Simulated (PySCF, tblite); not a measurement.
# H₅N₂OSi₂ radical: geometry, infrared bands and EPR parameters

Wanted: the infrared bands and EPR parameters of H₅N₂OSi₂ radical (`O[Si@@H]1[N][SiH2]N1`), by calculation.

Programs: tblite 0.8.0 and PySCF 2.14.0, with density-fitted response routines of our own. Each step states its level of theory. These are calculated values for one molecule in the gas phase, unless marked as measured. Atoms count from 0, in the outputs and in this text.

## 1. Starting geometry

10 atoms, charge 0, multiplicity 2; geometry from: force field or distance geometry start.

Bonds of the start (Å): O0–Si1 1.72, Si1–N2 1.80, N2–Si3 1.78, Si3–N4 1.80, N4–Si1 1.80, O0–H5 0.98, Si1–H6 1.45, Si3–H7 1.46, Si3–H8 1.49, N4–H9 1.03.

## 2. Relaxing the molecule with GFN2-xTB

The job: settings as JSON, then the geometry in Å.

```
{"job": {"kind": "relax", "xc": "GFN2-xTB", "basis": "xTB"}, "charge": 0, "multiplicity": 2}
O     -1.677300    -1.024100     0.205600
Si    -1.014100     0.452100    -0.384000
N      0.182700     0.026600    -1.662400
Si     1.336700    -0.221200    -0.324700
N      0.406600     1.040000     0.552600
H     -1.458400    -1.209900     1.141800
H     -1.984100     1.460100    -0.771300
H      2.725100     0.117400    -0.625300
H      1.135400    -1.569600     0.268000
H      0.356300     0.933200     1.577200
```

On the command line:

```
$ OMP_NUM_THREADS=1 python probes_run.py task.json out
```

The driver reads the jobs from task.json and runs them one after another.

**Question.** This job is followed by: GFN2-xTB harmonic vibrations, gas phase; UKS B3LYP, pcH-1 on H N O Si, non-relativistic, mean-field spin-orbit, GIAO. Predict these results of the whole session: strongest single infrared mode (GFN2-xTB); zero-point energy (GFN2-xTB); g(iso) (B3LYP); ⟨S²⟩; largest a(iso); surface potential, 1st and 99th percentile.

As calculated:

| quantity | value |
| --- | --- |
| strongest single infrared mode (GFN2-xTB) | 1040 cm⁻¹, 479 km/mol |
| zero-point energy (GFN2-xTB) | 36.6 kcal/mol |
| g(iso) (B3LYP) | 2.00388 |
| ⟨S²⟩ | 0.757 (exact 0.75) |
| largest a(iso) | 29Si on Si1, 40.6 MHz |
| surface potential, 1st and 99th percentile | -1.44 V and 2.35 V |

Over 67 steps the energy fell by 1.110 eV; of the close pairs, Si1–Si3 changed most, 2.446 to 2.622 Å. All 24 modes are real, so the xTB geometry is a minimum. The strongest single mode, at 1040 cm⁻¹, is spread over several atoms, H9, Si1, N4, N2 among them. Unscaled tight-binding wavenumbers are off by several per cent, some by more. Its intensities can rank the bands wrongly. The largest share of the spin, 0.73 e, sits on N2. The isotropic g lies 1.6 ppt above the free-electron value.
